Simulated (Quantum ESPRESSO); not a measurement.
InPt: equation of state with PBE

InPt:

```xyz
2
Lattice="1.5824 0.9136 4.3286 -1.5824 0.9136 4.3286 0.0000 -1.8272 4.3286" Properties=species:S:1:pos:R:3 pbc="T T T"
Pt    0.0000    0.0000    0.0000
In    0.0000    0.0000    6.4930
```

The cell comes from a database or a generator and needn't be the stable form of this composition.

```yaml
Program: Quantum ESPRESSO 7.5
Task: equation of state
Functional: PBE
Potentials_or_basis: SSSP 1.3 efficiency PBE
Cutoff: 748 eV
Density_cutoff: 5987 eV
k_mesh: 10 × 10 × 10
Occupations: fermi-dirac, width 0.05 eV
Spin: no spin polarisation
Mixing_beta: 0.5
Most_SCF_iterations: 120
SCF_threshold: 4e-10 Ry
```

| Quantity | Value |
| --- | --- |
| Equilibrium volume | 18.72 Å³/atom |
| Bulk modulus at fixed shape and positions | 131 GPa |
| Pressure derivative of the bulk modulus | 5.5 |

Energy against volume, from the lowest point:
| volume (Å³/atom) | energy (meV/atom) |
| --- | --- |
| 17.648 | 28.72 |
| 18.023 | 11.61 |
| 18.399 | 2.35 |
| 18.774 | 0.00 |
| 19.150 | 3.73 |
| 19.525 | 12.77 |
| 19.901 | 26.47 |

All runs of the series together: 20 min on 1 thread of Arm Neoverse V1, with other jobs on the host.

Caveat: the cell was scaled at fixed shape and fractional positions, which overstates the stiffness of a crystal with free parameters, most of all of layers and chains. The run has no spin-orbit coupling, so splittings on Pt are missing.
